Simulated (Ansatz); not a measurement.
## W, space group Fm-3m: a phonon calculation by linear response, step by step

Program: Ansatz's Python interface.

Notebook, run cell by cell (the value of a cell's last expression is shown):

```python
from pathlib import Path
import warnings

import ansatz as az
import numpy as np
```

```python
warnings.simplefilter("ignore", az.DeckWarning)

structure = (
    az.Lattice.of([0.0, 2.03, 2.03], [2.03, 0.0, 2.03], [2.03, 2.03, 0.0])
    .atom("W", [0.0, 0.0, 0.0])
)
```

```python
calc = (
    structure.calculation()
    .functional(az.Functional.LDA)
    .basis(550)
    .occupations("cold", width=0.1)
    .kpoints(14, 14, 14)
    .phonons("dfpt", points=[(0, 0, 0), (0.5, 0.5, 0), (0.5, 0, 0.5)])
)
out = calc.run(runs_dir="runs")
ph = out.phonons
```

```python
for q in ph.qpoints:
    thz = np.asarray(q.omega_inv_cm) / 33.35641
    print("q = ({:.2f}, {:.2f}, {:.2f})".format(*q.q_frac), np.round(thz, 2) + 0.0, "THz")
```

    q = (0.00, 0.00, 0.00) [0. 0. 0.] THz
    q = (0.50, 0.50, 0.00) [2.36 2.36 5.57] THz
    q = (0.50, 0.00, 0.50) [2.36 2.36 5.57] THz

Caveats:
- Spin is left out of this run.
- The cell isn't relaxed first, so the values belong to this volume.
- Spin-orbit coupling, which matters for elements this heavy, is left out.
- This isn't the structure that W takes at ambient conditions.
- The structure is taken as given; imaginary modes can come from an unrelaxed or unstable start. Phonons of metals also depend on mesh and smearing.
- Run time: 31 s on 1 thread of Arm Neoverse V2 (shared host), peak memory 0.6 GiB.
